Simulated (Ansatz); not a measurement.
# BH6O2P: the cost of one run

Method: RKS PBE/def2-SVP, in Ansatz 0.2.0.

### 1 The system as given

Bond lengths: B1–O2 1.760 Å, O2–H3 1.010 Å, B1–O4 1.410 Å, O4–H5 1.010 Å, B1–H6 1.190 Å, B1–P7 2.210 Å, P7–H8 1.420 Å, P7–H9 1.420 Å, O2–H10 1.122 Å, P7–H10 1.396 Å. Angles (14 of 17 angles, heavy atoms first): O2–B1–O4 120.0°, O2–B1–P7 71.6°, O4–B1–P7 96.8°, B1–O2–H3 109.5°, B1–O2–H10 86.6°, O2–B1–H6 120.0°, O4–B1–H6 120.0°, H6–B1–P7 101.3°, B1–O4–H5 109.5°, B1–P7–H8 109.5°, B1–P7–H9 109.5°, B1–P7–H10 63.9°, O2–H10–P7 137.8°, H3–O2–H10 109.9°.

Structure file:

```xyz
10

B     0.0000    0.0000    0.0000
O     0.0000    0.0000    1.7600
H    -0.9095   -0.2814    2.0971
O     1.2211    0.0000   -0.7050
H     1.5209   -0.9519   -0.8599
H    -1.0305    0.0000   -0.5950
P     0.0991    2.0949    0.6969
H     0.6595    2.1347    2.0010
H     0.9104    2.8515   -0.1895
H     0.0529    1.1187    1.6935
```

### 2 A restrained relaxation towards end A

Springs on the bonds that form and break draw the guess towards this end; the thresholds are loose.

input.yaml reads:

```yaml
crystal:
  periodic: [false, false, false]
  atoms:
    - { symbol: B, position_ang: [0.0, 0.0, 0.0] }
    - { symbol: O, position_ang: [0.0, 0.0, 1.76] }
    - { symbol: H, position_ang: [-0.9095, -0.2814, 2.0971] }
    - { symbol: O, position_ang: [1.2211, 0.0, -0.705] }
    - { symbol: H, position_ang: [1.5209, -0.9519, -0.8599] }
    - { symbol: H, position_ang: [-1.0305, 0.0, -0.595] }
    - { symbol: P, position_ang: [0.0991, 2.0949, 0.6969] }
    - { symbol: H, position_ang: [0.6595, 2.1347, 2.001] }
    - { symbol: H, position_ang: [0.9104, 2.8515, -0.1895] }
    - { symbol: H, position_ang: [0.0529, 1.1187, 1.6935] }
basis:
  gaussian: { orbitals: def2-SVP }
hamiltonian:
  xc: pbe
relax:
  f_tol: 0.15
  max_steps: 25
  restrain:
    - { distance: [0, 6], at: 3.11, k: 30.0 }
    - { distance: [9, 1], at: 2.21, k: 30.0 }
    - { distance: [0, 1], at: 1.41, k: 30.0 }
    - { distance: [9, 6], at: 1.42, k: 30.0 }
```

Launch:

```sh
> ansatz run input.yaml --threads 2 --pin off --max-ram 3072MiB --backend cpu --events-out ev --progress --plain --runs-dir out
```

**Question.** How long does this run take on 2 threads of Arm Neoverse V2, shared host, and how much memory does it need?

About 19 s, with a peak of 0.12 GiB.
